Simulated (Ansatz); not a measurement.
Wanted: the native input for an Ansatz 0.2.0 run.

```yaml
Task: single point
Functional: PBE
Potentials_or_basis: Ansatz PAW
Cutoff: "420 eV (not typed: the program's choice for these potentials)"
k_mesh: 6 × 6 × 6
Occupations: fermi-dirac, width 0.05 eV
Spin: no spin polarisation
```

The system is SbS2.

```
Sb S
1.0
    -3.03071    3.03071    5.79760
     3.03071   -3.03071    5.79760
     3.03071    3.03071   -5.79760
Sb S
2 4
Direct
  0.00465 0.99621 0.00146
  0.75551 0.25127 0.51157
  0.64862 0.11987 0.02117
  0.36902 0.34309 0.45959
  0.09813 0.61431 0.96399
  0.87050 0.89663 0.51387
```

The cell comes from a database or a generator and needn't be the stable form of this composition.

The cell isn't the ideal one: atoms moved at random, drawn with an rms of 0.05 Å.

The input as run:

input.yaml

```yaml
crystal:
  lattice:
    - [-3.030715, 3.030715, 5.797597]
    - [3.030715, -3.030715, 5.797597]
    - [3.030715, 3.030715, -5.797597]
  atoms:
    - { symbol: Sb, position: [0.004646, -0.003785, 0.001462] }
    - { symbol: Sb, position: [0.755514, 0.251266, 0.511573] }
    - { symbol: S, position: [0.648624, 0.119873, 0.021174] }
    - { symbol: S, position: [0.369024, 0.343095, 0.459593] }
    - { symbol: S, position: [0.098134, 0.61431, 0.963993] }
    - { symbol: S, position: [0.8705, 0.896628, 0.513874] }
hamiltonian:
  xc: pbe
  pseudopotentials: { kind: paw }
kpoints:
  mp_grid: { grid: [6, 6, 6] }
scf:
  occupations: { method: fermi_dirac, width: 0.05 }
output:
  forces: true
  stress: true
  eigenvalues: true
```

Potentials or basis: Ansatz PAW.

Run with:

```sh
$ ansatz run input.yaml --threads 2 --pin off --max-ram 5120MiB --backend cpu --events-out ev --progress --plain --runs-dir out
```

It gave:

```
Pressure               : 0.5 GPa
Largest force          : 0.784 eV/Å
Band gap on the k mesh : none (metal or under the smearing width)
```

It took 21 s on 2 threads of Intel(R) Xeon(R) Platinum 8488C (Sapphire Rapids), on a shared host, peak memory 0.91 GiB.
